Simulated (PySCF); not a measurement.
# O2Zr: the cost of one run

Method: relaxation, b3lyp, def2-tzvpd, and further levels as typed in the inputs, in PySCF 2.14.0.

## Step 1: The starting structure

Bond lengths: Zr1–O2 1.796 Å, Zr1–O3 1.766 Å. Angles: O2–Zr1–O3 105.8°.

Coordinates:

```xyz
3

Zr    0.0000    0.0000    0.0000
O     1.4200    0.0000    1.1000
O    -1.4200    0.0000    1.0500
```

## Step 2: Relaxation: O2Zr, charge +1

File run.py:

```python
from pyscf import gto, dft
from pyscf.geomopt.geometric_solver import optimize
mol = gto.M(atom="mol.xyz", basis="def2-tzvpd", charge=1, spin=1, verbose=4)
mol.set(ecp='def2-tzvpd').build()
mf = dft.UKS(mol, xc="b3lyp").density_fit().run(conv_tol=1e-9)
for i in range(6):  # look for a lower solution of the same spin
    mo, _, ok, _ = mf.stability(return_status=True)
    if ok: break
    mf.kernel(mf.make_rdm1(mo, mf.mo_occ))
print(f"converged SCF energy = {mf.e_tot:.10f}, stable: {ok}")
mf = mf.newton()  # steadier than the usual iterations for open shells
m = optimize(mf, maxsteps=60)
print("optimised structure (A):")
for k in range(m.natm): print(m.atom_symbol(k), *(f"{x:.8f}" for x in m.atom_coords(unit="A")[k]))
```

On the command line:

```console
$ python run.py
```

**Question.** How long does this run take on 2 threads of Intel Xeon Platinum 8259CL at 2.50GHz (Skylake/Cascade Lake), shared host?

About 2.6 min.
